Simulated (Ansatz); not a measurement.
# H₂ + GeO: a complex and its separated parts

The complex below is one end of an elementary step. How strongly is it bound against its free parts?

Computed with Ansatz 0.2.0, Gaussian basis. Level: PBE0-D4/def2-TZVP structures, single points in def2-TZVPP, no counterpoise correction.

Levels: SPW92, PBE-D4, BLYP-D4, r2SCAN-D4, B97M-V, PBE0-D4, B3LYP-D4, r2SCAN0-D4, BHLYP-D4, CAM-B3LYP-D4, wB97X-V, wB97M-V, B2PLYP, PBE-QIDH, RPA on PBE, Hartree-Fock, MP2, CCSD, CCSD(T).

Cores are frozen in the correlated methods. Filled d shells of the heavier atoms are correlated. B3LYP uses VWN-RPA correlation. B2PLYP carries no dispersion term here.

56 further runs of the same task are left out: 56 set aside as unsound or not needed.

### 1 The starting structure

The complex: 4 atoms, charge 0, spin multiplicity 1.

Atoms are counted from 1 here; the program's logs count them from 0.

Bond lengths: H1–H4 0.749 Å, O2–Ge3 1.623 Å.

Coordinates:

```csv
atom,x (Å),y (Å),z (Å)
H1,-1.30817,-0.10581,-0.56570
O2,1.05077,-0.23648,0.23575
Ge3,2.27868,0.36624,1.10908
H4,-2.02118,-0.02395,-0.77913
```

Its parts: H₂ holds atoms 1, 4; GeO holds atoms 2, 3. Each part counts its atoms afresh in its own runs.

### 2 Relaxing H₂ alone

relax-a/in.yaml

```yaml
crystal:
  periodic: [false, false, false]
  atoms:
    - {symbol: H, position_ang: [-1.308172, -0.105814, -0.565703]}
    - {symbol: H, position_ang: [-2.021176, -0.023947, -0.779133]}
basis:
  gaussian: {orbitals: def2-TZVP}
hamiltonian: {xc: pbe0, dispersion: d4}
relax: {f_tol: 0.005, max_steps: 200}
```

Started as:

```
ansatz run in.yaml --threads 2 --pin off --events-out ev --progress --plain --max-ram 4352MiB
```

The program printed, cut to the lines that bear on the results:

```text
Functional definition: PBE0
  name "PBE0"
  cite "Adamo & Barone, J. Chem. Phys. 110, 6158 (1999) doi:10.1063/1.478522"
  cite "Perdew, Burke & Ernzerhof, Phys. Rev. Lett. 77, 3865 (1996) doi:10.1103/PhysRevLett.77.3865"
  parent pbe
[...]
88 factors; their error is unknown
[...]
mean field -31.78852716 eV, -1.1682068261 hartree, gradient 1.7e-5 eV, S^2 0.000000; 0 other end points of the search recorded, 0 dependent functions left out
[...]
reference -31.78854304 eV, -1.1682074097 hartree; 1, 1 occupied and 11, 11 virtual orbitals, 88 factors
relax step   1: F+E_penalty+E_count = -31.79013462 eV  Δ(F+E_penalty+E_count) = +0.000e0 eV  max|allowed force component| = 8.987e-2 eV/Å  Δτ_max = 0.0000 Å  (15 SCF iters, accepted)
[...]
relax step   2: F+E_penalty+E_count = -31.79025924 eV  Δ(F+E_penalty+E_count) = -1.246e-4 eV  max|allowed force component| = 1.900e-3 eV/Å  Δτ_max = 0.0013 Å  (14 SCF iters, accepted)
88 factors; their error is unknown
mean field -31.78865269 eV, -1.1682114391 hartree, gradient 1.0e-5 eV, S^2 0.000000; 1 other end points of the search recorded, 0 dependent functions left out
[...]
reference -31.78866855 eV, -1.1682120220 hartree; 1, 1 occupied and 11, 11 virtual orbitals, 88 factors
Total energy: -31.79027511 eV, -1.1682710619 hartree
Atom 0 at    -1.309400    -0.105673    -0.566071 Å, force    -0.001900     0.000218    -0.000569 eV/Å
Atom 1 at    -2.019948    -0.024088    -0.778765 Å, force     0.001900    -0.000218     0.000569 eV/Å
Dipole moment:    -0.000000     0.000000    -0.000000 e Å
```

Wall time 0.15 s (2 threads of Arm Neoverse V1, shared host).

Step by step:

```csv
step,energy from step 1 (eV),largest force component (eV/Å)
1,0.0000,0.0899
2,-0.0001,0.0019
```

The bond:

```csv
bond,before (Å),after (Å),change (Å)
H1–H2,0.749,0.746,-0.003
```

### 3 Relaxing GeO alone

relax-b/in.yaml

```yaml
crystal:
  periodic: [false, false, false]
  atoms:
    - {symbol: O, position_ang: [1.050772, -0.236483, 0.235755]}
    - {symbol: Ge, position_ang: [2.278677, 0.366244, 1.109080]}
basis:
  gaussian: {orbitals: def2-TZVP}
hamiltonian: {xc: pbe0, dispersion: d4}
relax: {f_tol: 0.005, max_steps: 200}
```

Started as:

```
ansatz run in.yaml --threads 2 --pin off --events-out ev --progress --plain --max-ram 4352MiB
```

The program printed, cut to the lines that bear on the results:

```text
[... 5 set-up lines as earlier in the session ...]
[...]
552 factors; their error is unknown
[...]
mean field -58556.62353097 eV, -2151.9162236582 hartree, gradient 2.1e-5 eV, S^2 0.000000; 0 other end points of the search recorded, 0 dependent functions left out
[...]
reference -58556.62355031 eV, -2151.9162243687 hartree; 20, 20 occupied and 59, 59 virtual orbitals, 552 factors
Total energy: -58556.64276633 eV, -2151.9169305445 hartree
Atom 0 at     1.050846    -0.236447     0.235808 Å, force     0.004283     0.002102     0.003046 eV/Å
Atom 1 at     2.278603     0.366208     1.109027 Å, force    -0.004283    -0.002102    -0.003046 eV/Å
Dipole moment:     0.530359     0.260331     0.377208 e Å
```

Run time: 1.7 s. Hardware: 2 threads of Arm Neoverse V1, shared host.

The steps of the relaxation:

```csv
step,energy from step 1 (eV),largest force component (eV/Å)
1,0.0000,0.0118
2,0.0000,0.0043
```

The bond:

```csv
bond,before (Å),after (Å),change (Å)
O1–Ge2,1.623,1.623,-0.000
```

### 4 SPW92/def2-TZVPP

parta/in.yaml

```yaml
crystal:
  periodic: [false, false, false]
  atoms:
    - {symbol: H, position_ang: [-1.309400, -0.105673, -0.566071]}
    - {symbol: H, position_ang: [-2.019948, -0.024088, -0.778765]}
basis:
  gaussian: {orbitals: def2-TZVPP}
hamiltonian: {xc: lda}
```

partb/in.yaml

```yaml
crystal:
  periodic: [false, false, false]
  atoms:
    - {symbol: O, position_ang: [1.050846, -0.236447, 0.235808]}
    - {symbol: Ge, position_ang: [2.278603, 0.366208, 1.109027]}
basis:
  gaussian: {orbitals: def2-TZVPP}
hamiltonian: {xc: lda}
```

The same command starts each run, in its folder.

Started as:

```
ansatz run in.yaml --threads 2 --pin off --events-out ev --progress --plain --max-ram 4352MiB
```

Output in parta, cut to the lines that bear on the results:

```text
Functional definition: SPW92
  name "SPW92"
  cite "Dirac, Proc. Camb. Phil. Soc. 26, 376 (1930) doi:10.1017/S0305004100016108"
  cite "Slater, Phys. Rev. 81, 385 (1951) doi:10.1103/PhysRev.81.385"
  cite "Perdew & Wang, Phys. Rev. B 45, 13244 (1992) doi:10.1103/PhysRevB.45.13244"
[...]
118 factors; their error is unknown
[...]
mean field -30.93530218 eV, -1.1368513862 hartree, gradient 4.4e-5 eV, S^2 0.000000; 0 other end points of the search recorded, 0 dependent functions left out
reference -30.93532285 eV, -1.1368521462 hartree; 1, 1 occupied and 27, 27 virtual orbitals, 118 factors
Total energy: -30.93532285 eV, -1.1368521462 hartree
```

Log of partb, cut to the lines that bear on the results:

```text
[... 5 set-up lines as earlier in the session ...]
[...]
509 factors; their error is unknown
[...]
mean field -58465.82828284 eV, -2148.5795598327 hartree, gradient 1.8e-5 eV, S^2 0.000000; 0 other end points of the search recorded, 0 dependent functions left out
reference -58465.82830490 eV, -2148.5795606433 hartree; 20, 20 occupied and 59, 59 virtual orbitals, 509 factors
Total energy: -58465.82830490 eV, -2148.5795606433 hartree
```

Times: 0.1 s (parta), 0.3 s (partb) on 2 threads of Arm Neoverse V1, shared host.

### 5 PBE-D4/def2-TZVPP

The same edit goes into each in.yaml of step 4 (parta, partb):

```diff
-hamiltonian: {xc: lda}
+hamiltonian: {xc: pbe, dispersion: d4}
```

The same command starts each run, in its folder.

Started as:

```
ansatz run in.yaml --threads 2 --pin off --events-out ev --progress --plain --max-ram 4352MiB
```

Output in parta, cut to the lines that bear on the results:

```text
Functional definition: PBE
  name "PBE"
[... 2 set-up lines as earlier in the session ...]
[...]
118 factors; their error is unknown
[...]
mean field -31.73222345 eV, -1.1661377029 hartree, gradient 3.1e-5 eV, S^2 0.000000; 0 other end points of the search recorded, 0 dependent functions left out
reference -31.73224513 eV, -1.1661384995 hartree; 1, 1 occupied and 27, 27 virtual orbitals, 118 factors
Total energy: -31.73426435 eV, -1.1662127047 hartree
```

Log of partb, cut to the lines that bear on the results:

```text
[... 4 set-up lines as earlier in the session ...]
[...]
509 factors; their error is unknown
[...]
mean field -58555.64535893 eV, -2151.8802764988 hartree, gradient 1.5e-5 eV, S^2 0.000000; 0 other end points of the search recorded, 0 dependent functions left out
reference -58555.64538220 eV, -2151.8802773540 hartree; 20, 20 occupied and 59, 59 virtual orbitals, 509 factors
Total energy: -58555.66870928 eV, -2151.8811346082 hartree
```

Times: 0.1 s (parta), 0.45 s (partb) on 2 threads of Arm Neoverse V1, shared host.

### 6 BLYP-D4/def2-TZVPP

Each input of step 5 (parta, partb) changes in the same lines:

```diff
-hamiltonian: {xc: pbe, dispersion: d4}
+hamiltonian: {xc: {name: BLYP}, dispersion: d4}
```

One command serves all of them, each in its own folder.

Started as:

```
ansatz run in.yaml --threads 2 --pin off --events-out ev --progress --plain --max-ram 4352MiB
```

parta printed, cut to the lines that bear on the results:

```text
Functional definition: BLYP
  name "BLYP"
  cite "Becke, Phys. Rev. A 38, 3098 (1988) doi:10.1103/PhysRevA.38.3098"
  cite "Lee, Yang & Parr, Phys. Rev. B 37, 785 (1988) doi:10.1103/PhysRevB.37.785"
[...]
118 factors; their error is unknown
[...]
mean field -31.82604676 eV, -1.1695856458 hartree, gradient 8.3e-5 eV, S^2 0.000000; 0 other end points of the search recorded, 0 dependent functions left out
reference -31.82623918 eV, -1.1695927172 hartree; 1, 1 occupied and 27, 27 virtual orbitals, 118 factors
Total energy: -31.83113709 eV, -1.1697727120 hartree
```

Log of partb, cut to the lines that bear on the results:

```text
[... 4 set-up lines as earlier in the session ...]
[...]
509 factors; their error is unknown
[...]
mean field -58567.94689955 eV, -2152.3323497782 hartree, gradient 1.8e-5 eV, S^2 0.000000; 0 other end points of the search recorded, 0 dependent functions left out
reference -58567.94711862 eV, -2152.3323578290 hartree; 20, 20 occupied and 59, 59 virtual orbitals, 509 factors
Total energy: -58567.99997279 eV, -2152.3343001837 hartree
```

Times: 0.1 s (parta), 0.4 s (partb) on 2 threads of Arm Neoverse V1, shared host.

### 7 r2SCAN-D4/def2-TZVPP

The same edit goes into each in.yaml of step 6 (parta, partb):

```diff
-hamiltonian: {xc: {name: BLYP}, dispersion: d4}
+hamiltonian: {xc: r2scan, dispersion: d4}
```

One command serves all of them, each in its own folder.

Started as:

```
ansatz run in.yaml --threads 2 --pin off --events-out ev --progress --plain --max-ram 4352MiB
```

Output in parta, cut to the lines that bear on the results:

```text
Functional definition: r2SCAN
  name "r2SCAN"
  cite "Furness, Kaplan, Ning, Perdew & Sun, J. Phys. Chem. Lett. 11, 8208 (2020) doi:10.1021/acs.jpclett.0c02405"
  cite "Furness, Kaplan, Ning, Perdew & Sun, J. Phys. Chem. Lett. 11, 9248 (2020) doi:10.1021/acs.jpclett.0c03077"
  parent r2scan
[...]
118 factors; their error is unknown
[...]
mean field -31.87204869 eV, -1.1712761857 hartree, gradient 4.1e-5 eV, S^2 0.000000; 0 other end points of the search recorded, 0 dependent functions left out
reference -31.87205531 eV, -1.1712764289 hartree; 1, 1 occupied and 27, 27 virtual orbitals, 118 factors
Total energy: -31.87255669 eV, -1.1712948544 hartree
```

partb printed, cut to the lines that bear on the results:

```text
[... 5 set-up lines as earlier in the session ...]
[...]
509 factors; their error is unknown
[...]
mean field -58564.76779323 eV, -2152.2155197759 hartree, gradient 1.9e-5 eV, S^2 0.000000; 0 other end points of the search recorded, 0 dependent functions left out
reference -58564.76779928 eV, -2152.2155199981 hartree; 20, 20 occupied and 59, 59 virtual orbitals, 509 factors
Total energy: -58564.77238599 eV, -2152.2156885565 hartree
```

Times: 0.35 s (parta), 1.1 s (partb) on 2 threads of Arm Neoverse V1, shared host.

### 8 B97M-V/def2-TZVPP

The same edit goes into each in.yaml of step 7 (parta, partb):

```diff
-hamiltonian: {xc: r2scan, dispersion: d4}
+hamiltonian: {xc: {name: B97M-V}}
```

One command serves all of them, each in its own folder.

Started as:

```
ansatz run in.yaml --threads 2 --pin off --events-out ev --progress --plain --max-ram 4352MiB
```

parta printed, cut to the lines that bear on the results:

```text
Functional definition: B97M-V
  name "B97M-V"
  cite "Mardirossian & Head-Gordon, J. Chem. Phys. 142, 074111 (2015) doi:10.1063/1.4907719"
  cite "Becke, J. Chem. Phys. 107, 8554 (1997) doi:10.1063/1.475007"
  cite "Vydrov & Van Voorhis, J. Chem. Phys. 133, 244103 (2010) doi:10.1063/1.3521275"
  # Of w^i u^j: cxij and so on, Table III.
[...]
  gx(w, u) = cx00 + cx01*u + cx02*u^2 + (cx10 + cx11*u)*w
  gss(w, u) = css00 + css02*u^2 + css10*w + (css32*w^3 + css42*w^4)*u^2
  gos(w, u) = cos00 + cos01*u + cos03*u^3 + cos10*w + cos32*w^3*u^2
[...]
      + integral(e_c_pw_mod_opposite_spin*gos(b97_w_opposite, b97_u_opposite)) + vv10(b, c)
118 factors; their error is unknown
[...]
mean field -31.90528686 eV, -1.1724976658 hartree, gradient 8.2e-6 eV, S^2 0.000000; 0 other end points of the search recorded, 0 dependent functions left out
reference -31.90531654 eV, -1.1724987566 hartree; 1, 1 occupied and 27, 27 virtual orbitals, 118 factors
Total energy: -31.90531654 eV, -1.1724987566 hartree
```

partb printed, cut to the lines that bear on the results:

```text
[... 5 set-up lines as earlier in the session ...]
  # Of w^i u^j: cxij and so on, Table III.
[...]
  gx(w, u) = cx00 + cx01*u + cx02*u^2 + (cx10 + cx11*u)*w
[...]
  gos(w, u) = cos00 + cos01*u + cos03*u^3 + cos10*w + cos32*w^3*u^2
[...]
      + integral(e_c_pw_mod_opposite_spin*gos(b97_w_opposite, b97_u_opposite)) + vv10(b, c)
509 factors; their error is unknown
[...]
mean field -58554.70403808 eV, -2151.8456835955 hartree, gradient 7.7e-5 eV, S^2 0.000000; 0 other end points of the search recorded, 0 dependent functions left out
reference -58554.70407041 eV, -2151.8456847837 hartree; 20, 20 occupied and 59, 59 virtual orbitals, 509 factors
Total energy: -58554.70407041 eV, -2151.8456847837 hartree
```

Times: 0.25 s (parta), 1.4 s (partb) on 2 threads of Arm Neoverse V1, shared host.

### 9 PBE0-D4/def2-TZVPP

Each input of step 8 (parta, partb) changes in the same lines:

```diff
-hamiltonian: {xc: {name: B97M-V}}
+hamiltonian: {xc: pbe0, dispersion: d4}
+output: {orbitals: {seedname: orbitals}}
```

Each run has its own folder and the same command.

Started as:

```
ansatz run in.yaml --threads 2 --pin off --events-out ev --progress --plain --max-ram 4352MiB
```

Output in parta, cut to the lines that bear on the results:

```text
[... 5 set-up lines as earlier in the session ...]
[...]
118 factors; their error is unknown
[...]
mean field -31.79610728 eV, -1.1684853903 hartree, gradient 5.5e-5 eV, S^2 0.000000; 0 other end points of the search recorded, 0 dependent functions left out
reference -31.79612327 eV, -1.1684859780 hartree; 1, 1 occupied and 27, 27 virtual orbitals, 118 factors
Total energy: -31.79772983 eV, -1.1685450179 hartree
```

Output in partb, cut to the lines that bear on the results:

```text
[... 5 set-up lines as earlier in the session ...]
[...]
552 factors; their error is unknown
[...]
mean field -58556.62353270 eV, -2151.9162237216 hartree, gradient 2.2e-5 eV, S^2 0.000000; 0 other end points of the search recorded, 0 dependent functions left out
reference -58556.62355031 eV, -2151.9162243688 hartree; 20, 20 occupied and 59, 59 virtual orbitals, 552 factors
Total energy: -58556.64276633 eV, -2151.9169305446 hartree
```

They took 0.1 s (parta), 0.5 s (partb) on 2 threads of Arm Neoverse V1, shared host.

### 10 B3LYP-D4/def2-TZVPP

Each input of step 9 (parta, partb) changes in the same lines:

```diff
-hamiltonian: {xc: pbe0, dispersion: d4}
-output: {orbitals: {seedname: orbitals}}
+hamiltonian: {xc: {name: B3LYP}, dispersion: d4}
```

One command serves all of them, each in its own folder.

Started as:

```
ansatz run in.yaml --threads 2 --pin off --events-out ev --progress --plain --max-ram 4352MiB
```

Output in parta, cut to the lines that bear on the results:

```text
Functional definition: B3LYP
  name "B3LYP"
  cite "Stephens, Devlin, Chabalowski & Frisch, J. Phys. Chem. 98, 11623 (1994) doi:10.1021/j100096a001"
[... 2 set-up lines as earlier in the session ...]
  cite "Vosko, Wilk & Nusair, Can. J. Phys. 58, 1200 (1980) doi:10.1139/p80-159"
[...]
118 factors; their error is unknown
[...]
mean field -32.10922659 eV, -1.1799923127 hartree, gradient 4.6e-5 eV, S^2 0.000000; 0 other end points of the search recorded, 0 dependent functions left out
reference -32.10936869 eV, -1.1799975349 hartree; 1, 1 occupied and 27, 27 virtual orbitals, 118 factors
Total energy: -32.11251978 eV, -1.1801133355 hartree
```

partb printed, cut to the lines that bear on the results:

```text
[... 6 set-up lines as earlier in the session ...]
[...]
540 factors; their error is unknown
[...]
mean field -58567.36046630 eV, -2152.3107987537 hartree, gradient 1.1e-5 eV, S^2 0.000000; 0 other end points of the search recorded, 0 dependent functions left out
reference -58567.36063104 eV, -2152.3108048077 hartree; 20, 20 occupied and 59, 59 virtual orbitals, 540 factors
Total energy: -58567.39960108 eV, -2152.3122369303 hartree
```

Wall times: 0.1 s (parta), 0.5 s (partb) on 2 threads of Arm Neoverse V1, shared host.

### 11 r2SCAN0-D4/def2-TZVPP

Each input of step 10 (parta, partb) changes in the same lines:

```diff
-hamiltonian: {xc: {name: B3LYP}, dispersion: d4}
+hamiltonian: {xc: {name: r2SCAN0}, dispersion: d4}
```

One command serves all of them, each in its own folder.

Started as:

```
ansatz run in.yaml --threads 2 --pin off --events-out ev --progress --plain --max-ram 4352MiB
```

parta printed, cut to the lines that bear on the results:

```text
Functional definition: r2SCAN0
  name "r2SCAN0"
  cite "Bursch, Neugebauer, Ehlert & Grimme, J. Chem. Phys. 156, 134105 (2022) doi:10.1063/5.0086040"
[... 3 set-up lines as earlier in the session ...]
[...]
118 factors; their error is unknown
[...]
mean field -31.85186642 eV, -1.1705345008 hartree, gradient 1.4e-5 eV, S^2 0.000000; 0 other end points of the search recorded, 0 dependent functions left out
reference -31.85187154 eV, -1.1705346892 hartree; 1, 1 occupied and 27, 27 virtual orbitals, 118 factors
Total energy: -31.85241292 eV, -1.1705545844 hartree
```

Output in partb, cut to the lines that bear on the results:

```text
[... 6 set-up lines as earlier in the session ...]
[...]
552 factors; their error is unknown
[...]
mean field -58563.65614053 eV, -2152.1746672925 hartree, gradient 1.7e-5 eV, S^2 0.000000; 0 other end points of the search recorded, 0 dependent functions left out
reference -58563.65614537 eV, -2152.1746674705 hartree; 20, 20 occupied and 59, 59 virtual orbitals, 552 factors
Total energy: -58563.66183433 eV, -2152.1748765358 hartree
```

Times: 0.35 s (parta), 1.1 s (partb) on 2 threads of Arm Neoverse V1, shared host.

### 12 BHLYP-D4/def2-TZVPP

Each input of step 11 (parta, partb) changes in the same lines:

```diff
-hamiltonian: {xc: {name: r2SCAN0}, dispersion: d4}
+hamiltonian: {xc: {name: BHLYP}, dispersion: d4}
```

Each run has its own folder and the same command.

Started as:

```
ansatz run in.yaml --threads 2 --pin off --events-out ev --progress --plain --max-ram 4352MiB
```

Log of parta, cut to the lines that bear on the results:

```text
Functional definition: BHLYP
  name "BHLYP"
  cite "Becke, J. Chem. Phys. 98, 1372 (1993) doi:10.1063/1.464304"
[... 2 set-up lines as earlier in the session ...]
[...]
118 factors; their error is unknown
[...]
mean field -31.83805109 eV, -1.1700267968 hartree, gradient 5.6e-5 eV, S^2 0.000000; 0 other end points of the search recorded, 0 dependent functions left out
reference -31.83814665 eV, -1.1700303086 hartree; 1, 1 occupied and 27, 27 virtual orbitals, 118 factors
Total energy: -31.83989024 eV, -1.1700943845 hartree
```

Log of partb, cut to the lines that bear on the results:

```text
[... 5 set-up lines as earlier in the session ...]
[...]
637 factors; their error is unknown
[...]
mean field -58564.32801103 eV, -2152.1993580781 hartree, gradient 2.6e-5 eV, S^2 0.000000; 0 other end points of the search recorded, 0 dependent functions left out
reference -58564.32812348 eV, -2152.1993622106 hartree; 20, 20 occupied and 59, 59 virtual orbitals, 637 factors
Total energy: -58564.36074112 eV, -2152.2005608869 hartree
```

Times: 0.1 s (parta), 0.55 s (partb) on 2 threads of Arm Neoverse V1, shared host.

### 13 CAM-B3LYP-D4/def2-TZVPP

The same edit goes into each in.yaml of step 12 (parta, partb):

```diff
-hamiltonian: {xc: {name: BHLYP}, dispersion: d4}
+hamiltonian: {xc: {name: CAM-B3LYP}, dispersion: d4}
```

Each run has its own folder and the same command.

Started as:

```
ansatz run in.yaml --threads 2 --pin off --events-out ev --progress --plain --max-ram 4352MiB
```

parta printed, cut to the lines that bear on the results:

```text
Functional definition: CAM-B3LYP
  name "CAM-B3LYP"
  cite "Yanai, Tew & Handy, Chem. Phys. Lett. 393, 51 (2004) doi:10.1016/j.cplett.2004.06.011"
  cite "Iikura, Tsuneda, Yanai & Hirao, J. Chem. Phys. 115, 3540 (2001) doi:10.1063/1.1383587"
[... 2 set-up lines as earlier in the session ...]
[...]
  # Exact exchange under (alpha + beta erf(omega r))/r, Becke's under what is left of 1/r.
[...]
118 factors; their error is unknown
42 factors; integrals over basis functions are off by at most 6.3e-5 eV
[...]
mean field -31.88030394 eV, -1.1715795604 hartree, gradient 6.4e-5 eV, S^2 0.000000; 0 other end points of the search recorded, 0 dependent functions left out
reference -31.88037387 eV, -1.1715821306 hartree; 1, 1 occupied and 27, 27 virtual orbitals, 118 factors
Total energy: -31.88188728 eV, -1.1716377471 hartree
```

partb printed, cut to the lines that bear on the results:

```text
[... 6 set-up lines as earlier in the session ...]
[...]
  # Exact exchange under (alpha + beta erf(omega r))/r, Becke's under what is left of 1/r.
[...]
540 factors; their error is unknown
111 factors; integrals over basis functions are off by at most 3.2e-5 eV
[...]
mean field -58568.70794670 eV, -2152.3603177452 hartree, gradient 4.1e-5 eV, S^2 0.000000; 0 other end points of the search recorded, 0 dependent functions left out
reference -58568.70802722 eV, -2152.3603207043 hartree; 20, 20 occupied and 59, 59 virtual orbitals, 540 factors
Total energy: -58568.72766669 eV, -2152.3610424412 hartree
```

They took 0.15 s (parta), 0.6 s (partb) on 2 threads of Arm Neoverse V1, shared host.

(Part 1 of 2 ends here.)
